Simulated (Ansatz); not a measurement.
# Si15C7: the cost of one run

Program: Ansatz 0.2.0. Level of theory: DFT PBE, scalar-relativistic, plane waves, PAW. These are calculated values, not measurements.

### Step 1. The system as given

The cell holds 22 atoms (C7Si15): a = 7.051 Å, b = 7.452 Å, c = 6.943 Å, α = 85.54°, β = 91.29°, γ = 88.87°.

It is the last frame of an earlier stage of the same melt, run at 300 K.

The coordinates stand in the first input below.

### Step 2. Relaxation without symmetry, coarse mesh

Cell and atoms move without symmetry, on a coarse mesh with loose thresholds.

input.yaml reads:

```yaml
crystal:
  lattice:
    - [7.049851, 0.073328, -0.080234]
    - [0.073328, 7.446735, 0.280421]
    - [-0.080234, 0.280421, 6.936385]
  atoms:
    - { symbol: Si, position: [0.806672118, 0.9842648587, 0.4644411516] }
    - { symbol: Si, position: [0.4386357276, 0.8953380946, 0.2185372634] }
    - { symbol: Si, position: [0.1617446416, 0.250598987, 0.7827170597] }
    - { symbol: Si, position: [0.7766741044, 0.2233833747, 0.9438578617] }
    - { symbol: Si, position: [0.7033672025, 0.684626031, 0.577528043] }
    - { symbol: Si, position: [0.5386093871, 0.4594618848, 0.3607647702] }
    - { symbol: Si, position: [0.3882798296, 0.0833270066, 0.5746690599] }
    - { symbol: Si, position: [0.5048140451, 0.830517891, 0.803654624] }
    - { symbol: Si, position: [0.2563304715, 0.3010868523, 0.2098423449] }
    - { symbol: Si, position: [0.1129662402, 0.5775110772, 0.4549441299] }
    - { symbol: Si, position: [0.9355373509, 0.9785025805, 0.8477750377] }
    - { symbol: Si, position: [0.069941432, 0.8736745054, 0.2970604203] }
    - { symbol: Si, position: [0.4810902453, 0.5543547599, 0.0202141247] }
    - { symbol: Si, position: [0.8177278188, 0.3055420231, 0.2687746468] }
    - { symbol: Si, position: [0.9357716133, 0.5134463511, 0.7987058195] }
    - { symbol: C, position: [0.3741882179, 0.3278715934, 0.96188456] }
    - { symbol: C, position: [0.2620415779, 0.0574412368, 0.3209847686] }
    - { symbol: C, position: [0.5147289046, 0.9966984701, 0.9880822873] }
    - { symbol: C, position: [0.5219437111, 0.1839778908, 0.9520994161] }
    - { symbol: C, position: [0.0217928973, 0.7908191241, 0.0348267664] }
    - { symbol: C, position: [0.9996356115, 0.6089674278, 0.0306282835] }
    - { symbol: C, position: [0.0386896906, 0.4653457457, 0.2099182549] }
  symmetry: { detect: false }
basis:
  ecutwfc: 420
kpoints:
  mp_grid: { grid: [2, 2, 2], shift: [0.5, 0.5, 0.5] }
hamiltonian:
  xc: pbe
scf:
  occupations: { method: gaussian, width: 0.1 }
  lower_state_search: "off"
output:
  forces: true
  stress: true
  eigenvalues: true
relax:
  adjacent_minimum: "off"
  f_tol: 0.04
  max_steps: 70
  cell: { stress_tol: 0.3 }
```

Started as:

```console
ansatz run input.yaml --threads 2 --pin off --max-ram 5120MiB --backend cpu --events-out ev --progress --plain --runs-dir out
```

What time and memory should one allow on 2 threads of Arm Neoverse V1, shared host?

About 2.9 min, with a peak of 0.57 GiB.
